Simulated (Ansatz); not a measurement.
# SnTe: a single-point run

The task is a single-point run on SnTe. The structure is shown as the input types it.

Program: Ansatz 0.2.0. Level of theory: density functional or hybrid calculation with the settings of its input, plane waves. These are calculated values, not measurements.

8 further runs of the same task are left out: 1 for a known fault of the program, 7 that didn't finish.

## Step 1: The structure to begin with

It takes space group Fm-3m (No. 225, cubic). Conventional cell: a = 6.379 Å, b = 6.379 Å, c = 6.379 Å, α = 90.00°, β = 90.00°, γ = 90.00°. Sn (site symmetry m-3m) is surrounded by 6 Te at 3.19 Å. Te (site symmetry m-3m) has 6 Sn at 3.19 Å as nearest neighbours.

As a file:

```xyz
2
Lattice="0.0000 3.1893 3.1893 3.1893 0.0000 3.1893 3.1893 3.1893 0.0000" Properties=species:S:1:pos:R:3 pbc="T T T"
Sn    0.0000    0.0000    0.0000
Te    3.1893    3.1893    3.1893
```

## Step 2: Input and run

input.yaml

```yaml
crystal:
  lattice:
    - [0.0, 3.1893303407, 3.1893303407]
    - [3.1893303407, 0.0, 3.1893303407]
    - [3.1893303407, 3.1893303407, 0.0]
  atoms:
    - { symbol: Sn, position: [0.0, 0.0, 0.0] }
    - { symbol: Te, position: [0.5, 0.5, 0.5] }
kpoints:
  mp_grid: { grid: [4, 4, 4] }
hamiltonian:
  xc: { exchange: pbe, correlation: pbe, exx: { coeff: -0.2, omega: 0.5 } }
scf:
  occupations: { method: fermi_dirac, width: 0.02 }
  n_extra_bands: 4
output:
  forces: true
  stress: true
  eigenvalues: true
```

Command:

```sh
ansatz run input.yaml --threads 4 --pin off --max-ram 3686MiB --backend cpu --events-out ev --progress --plain --runs-dir out
```

Q: Will this input give a usable result? If not, why, and what should change?

The run ended at the input check. Its message: «invalid value for `hamiltonian.xc.exx.coeff`: must be finite and in (0, 1]; got -0.2»

In the input, hamiltonian.xc.exx.coeff is -0.2. The number typed is not permitted for that setting.

Remedy: set hamiltonian.xc.exx.coeff to 1.0.
